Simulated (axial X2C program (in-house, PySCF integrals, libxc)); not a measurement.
# A two-component session on ZrN: properties at the nuclei

Aim: properties at the nuclei of ZrN, with spin–orbit coupling in the Hamiltonian from the start.

The runs use an in-house X2C program for linear molecules on PySCF integrals; two-component X2C with atomic mean-field terms, Zr dyall-acv3z, N dyall-av3z.

All values are calculated.

## 1. Input

File task.json:

```json
{
 "zs": [
  40,
  7
 ],
 "q": 0,
 "bas": [
  "dyall-acv3z",
  "dyall-av3z"
 ],
 "r0": 1.87,
 "levels": [
  "PBE0",
  "HF",
  "B3LYP"
 ],
 "nst": 1,
 "ff": 1,
 "thr": -3.5,
 "nmax": 130,
 "opt": {
  "ecut": 60
 }
}
```

Keys: zs atomic numbers; q charge; bas basis sets; r0 starting distance in Å; levels methods (HF also brings MP2); nst determinants followed; ff finite-field run; thr threshold in hartree for freezing inner shells (an s shell follows its p shell); nmax most natural virtual spinors; ecut virtual cutoff in hartree.

Command:

```console
$ python soeom.py task.json out
```

The runs that follow: Expectation values, lowest determinant; Finite-field coupled cluster.

Q: Predict the outcome of this session. Wanted: lowest determinant; Eeff magnitude; Ws magnitude Zr; A∥/gI Zr; qzz Zr (for each run or level that gives them).

As calculated:

| quantity | value |
| --- | --- |
| lowest determinant | Ω = 1/2 (excess of +ω over −ω: ω = 1/2) |
| Eeff magnitude (GV/cm), PBE0 | 2.68 |
| Ws magnitude Zr (kHz), PBE0 | 2.47 |
| A∥/gI Zr (MHz), PBE0 | 3740 |
| qzz Zr (a.u.), PBE0 | -3.04 |
| Eeff magnitude (GV/cm), CCSD(T) | 2.39 |
| Ws magnitude Zr (kHz), CCSD(T) | 2.24 |
| A∥/gI Zr (MHz), CCSD(T) | 3820 |
| qzz Zr (a.u.), CCSD(T) | -2.86 |

What this shows: In the first state, the effective field runs from 2.61 to 4.12 GV/cm over the mean-field levels. The expectation values come from single determinants, which for open shells can mix terms of unlike spin or miss the lowest Ω, so a determinant need not be a state. Eeff is the effective electric field on the electron dipole moment in this Ω state and Ws the scalar–pseudoscalar constant (defined with the proton number Z and per Ω); A∥ is the parallel hyperfine constant, which follows by multiplying with the nuclear g factor gI = μI/(I μN); qzz is the electric field gradient, eQq0 = 234.96 MHz × Q/barn × qzz; μ is positive if N is the positive end. The operators were transformed with the bare-nucleus X2C matrices. Correlation of the inner shells is missing, which matters for properties at the nucleus.
